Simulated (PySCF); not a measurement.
# C3H9Sb (SbH2(iPr)): the cost of one run

Computed with PySCF 2.14.0 and routines of our own; the level stands in each step. Atoms count from 0.

## 1. The starting structure

13 atoms, charge 0, multiplicity 1; geometry from: GFN2-xTB.

## 2. Relaxing the molecule at PBE0-D3(BJ)/def2-SVP

Job settings and geometry (Å):

```
{"job": {"xc": "PBE0", "basis": "def2-SVP", "d3": "d3bj", "grid": 1, "maxiter": 30, "shake": 0.03, "kind": "geom"}, "charge": 0, "multiplicity": 1}
Sb     1.004990     1.583250     0.884550
H      2.312630     1.604820    -0.124510
H      0.224840     2.817670    -0.208210
C      0.118710     0.023780    -0.261360
C     -1.479350    -0.048360    -0.002890
C      0.677870    -1.282850     0.092400
H      0.209170     0.227980    -1.307740
H     -1.895190     0.937210    -0.238780
H     -1.667340    -0.221770     1.138760
H     -1.955600    -0.818930    -0.531150
H      0.238880    -2.121890    -0.460330
H      1.776120    -1.249440    -0.083720
H      0.464900    -1.503590     1.125170
```

Launch:

```bash
> OMP_NUM_THREADS=1 python heavy_run.py task.json out
```

The driver reads the jobs from task.json and runs them one after another.

Q: Estimate the wall time and peak memory of this first job on 1 thread of Arm Neoverse V2, shared host.

About 31 s, with a peak of 0.46 GiB.
